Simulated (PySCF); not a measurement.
**C2H2FGe (SMILES C#[C][GeH][F]): UM06-2X/cc-pVDZ**

Aim: the energy change on altering one bond length of C2H2FGe at UM06-2X/cc-pVDZ, from 2 runs. 

Program for the calculation: PySCF 2.14.0.

2 further runs of the same task are left out: 2 set aside as unsound or not needed.

### 1 Starting point

C2H2FGe: 6 atoms, total charge 0, spin state doublet. As SMILES, `C#[C][GeH][F]`. The shape is that of a PBE0-D4/def2-TZVP optimisation.

Bond lengths: C1–C2 1.208 Å, C2–Ge3 1.890 Å, Ge3–F4 1.742 Å, C1–H5 1.066 Å, Ge3–H6 1.546 Å. Angles: C1–C2–Ge3 172.4°, C2–Ge3–F4 106.6°, C2–C1–H5 178.7°, C2–Ge3–H6 112.0°, F4–Ge3–H6 106.4°.

### 2 The energy at UM06-2X/cc-pVDZ

calc.py reads:

```python
from pyscf import gto, dft

mol = gto.Mole()
mol.atom = [
    ('C', (-0.259200, 0.074500, -1.769000)),
    ('C', (0.006200, 0.034600, -0.591400)),
    ('Ge', (0.661100, -0.021100, 1.180400)),
    ('F', (-0.021800, -1.442400, 1.919600)),
    ('H', (-0.516900, 0.107000, -2.803300)),
    ('H', (0.172500, 1.183400, 2.017600)),
]
mol.verbose = 4
mol.basis = 'cc-pvdz'
mol.max_memory = 1860
mol.spin = 1
mol.build()

mf = dft.UKS(mol)
mf.xc = 'm06-2x'
mf.conv_tol = 1e-10
mf.grids.level = 5
mf.kernel()
if not mf.converged:
    mf = mf.newton().run(mf.mo_coeff, mf.mo_occ)

energy = mf.e_tot
print('E = %.10f Eh' % energy)
```

The run is started by

```
$ OMP_NUM_THREADS=1 python calc.py
```

Log:

```text
PySCF version 2.14.0

[INPUT] num. atoms = 6
[INPUT] num. electrons = 55
[INPUT] charge = 0
[INPUT] spin (= nelec alpha-beta = 2S) = 1
[INPUT] symmetry False subgroup None
[INPUT] Mole.unit = angstrom
[INPUT] Symbol           X                Y                Z      unit          X                Y                Z       unit  Magmom
[INPUT]  1 C     -0.259200000000   0.074500000000  -1.769000000000 AA   -0.489817011487   0.140784596280  -3.342925514356 Bohr   0.0
[INPUT]  2 C      0.006200000000   0.034600000000  -0.591400000000 AA    0.011716301972   0.065384523910  -1.117584030068 Bohr   0.0
[INPUT]  3 Ge     0.661100000000  -0.021100000000   1.180400000000 AA    1.249297940950  -0.039873221228   2.230632717437 Bohr   0.0
[INPUT]  4 F     -0.021800000000  -1.442400000000   1.919600000000 AA   -0.041196029516  -2.725740962073   3.627518268715 Bohr   0.0
[INPUT]  5 H     -0.516900000000   0.107000000000  -2.803300000000 AA   -0.976799433788   0.202200695328  -5.297469244993 Bohr   0.0
[INPUT]  6 H      0.172500000000   1.183400000000   2.017600000000 AA    0.325977756487   2.236301895810   3.812711428922 Bohr   0.0

nuclear repulsion = 231.057595511116
number of shells = 27
number of NR pGTOs = 169
number of NR cGTOs = 79
basis = cc-pvdz
ecp = {}

[... 35 lines left out ...]
WARN: HOMO -0.175055966841201 >= LUMO -0.175055966841202
[... 54 lines left out ...]
converged SCF energy = -2254.10577742483  <S^2> = 0.75341713  2S+1 = 2.0034142
E = -2254.1057774248 Eh
```

It took 64 s on 1 thread of Arm Neoverse V2, shared host; peak memory 0.47 GiB.

### 3 The distorted shape at the same level

mol.xyz reads:

```xyz
6
C2H2FGe
C     -0.112633    -0.286817    -2.020137
C      0.152767    -0.326717    -0.842537
Ge     0.807667    -0.382417     0.929263
F      0.124767    -1.803717     1.668463
H     -0.370333    -0.254317    -3.054437
H      0.172500     1.183400     2.017600
```

job.py reads:

```python
from pyscf import gto, dft

mol = gto.M(
    atom='mol.xyz',
    charge=0,
    spin=1,
    basis='cc-pvdz',
    verbose=4,
    max_memory=1860,
)

mf = dft.UKS(mol, xc='m06-2x')
mf.grids.level = 5
mf.conv_tol = 1e-10
mf.kernel()
if not mf.converged:
    mf = mf.newton().run(mf.mo_coeff, mf.mo_occ)

energy = mf.e_tot
print('Final energy', energy)
```

The run is started by

```
$ OMP_NUM_THREADS=1 python job.py
```

Log:

```text
PySCF version 2.14.0

[INPUT] num. atoms = 6
[INPUT] num. electrons = 55
[INPUT] charge = 0
[INPUT] spin (= nelec alpha-beta = 2S) = 1
[INPUT] symmetry False subgroup None
[INPUT] Mole.unit = angstrom
[INPUT] Symbol           X                Y                Z      unit          X                Y                Z       unit  Magmom
[INPUT]  1 C     -0.112633000000  -0.286817000000  -2.020137000000 AA   -0.212845522588  -0.542005577869  -3.817505664100 Bohr   0.0
[INPUT]  2 C      0.152767000000  -0.326717000000  -0.842537000000 AA    0.288687790871  -0.617405650240  -1.592164179813 Bohr   0.0
[INPUT]  3 Ge     0.807667000000  -0.382417000000   0.929263000000 AA    1.526269429849  -0.722663395378   1.756052567692 Bohr   0.0
[INPUT]  4 F      0.124767000000  -1.803717000000   1.668463000000 AA    0.235775459384  -3.408531136222   3.152938118970 Bohr   0.0
[INPUT]  5 H     -0.370333000000  -0.254317000000  -3.054437000000 AA   -0.699827944889  -0.480589478821  -5.772049394738 Bohr   0.0
[INPUT]  6 H      0.172500000000   1.183400000000   2.017600000000 AA    0.325977756487   2.236301895810   3.812711428922 Bohr   0.0

nuclear repulsion = 228.106975304718
number of shells = 27
number of NR pGTOs = 169
number of NR cGTOs = 79
basis = cc-pvdz
ecp = {}

[... 35 lines left out ...]
WARN: HOMO -0.181954696605252 >= LUMO -0.181954696605251
[... 58 lines left out ...]
converged SCF energy = -2254.07257997123  <S^2> = 0.7632109  2S+1 = 2.0131676
Final energy -2254.0725799712286
```

It took 68 s on 1 thread of Arm Neoverse V2, shared host; peak memory 0.47 GiB.

### 4 Results

Level: UM06-2X/cc-pVDZ.

| quantity | value |
| --- | --- |
| first shape: total energy | -2254.10578 Eh |
| first shape: dipole moment | 2.33 D |
| first shape: HOMO energy (highest over α and β) | -7.70 eV |
| first shape: LUMO energy (lowest over α and β) | -2.73 eV |
| first shape: ⟨S²⟩ | 0.753 |
| distorted shape: total energy | -2254.07258 Eh |
| distorted shape: dipole moment | 2.44 D |
| distorted shape: HOMO energy (highest over α and β) | -7.87 eV |
| distorted shape: LUMO energy (lowest over α and β) | -2.85 eV |
| distorted shape: ⟨S²⟩ | 0.763 |
| energy change with the Ge3–H6 bond stretched from 1.546 to 2.010 Å | 0.903 eV |

With the Ge3–H6 bond stretched from 1.546 to 2.010 Å the energy rises by 0.90 eV (20.8 kcal/mol). The first shape isn't relaxed at this level, so the change isn't measured from a minimum. Mulliken charges (first shape) run from -0.41 on F4 to +0.64 on Ge3. Mulliken charges (distorted shape) run from -0.40 on F4 to +0.63 on Ge3.
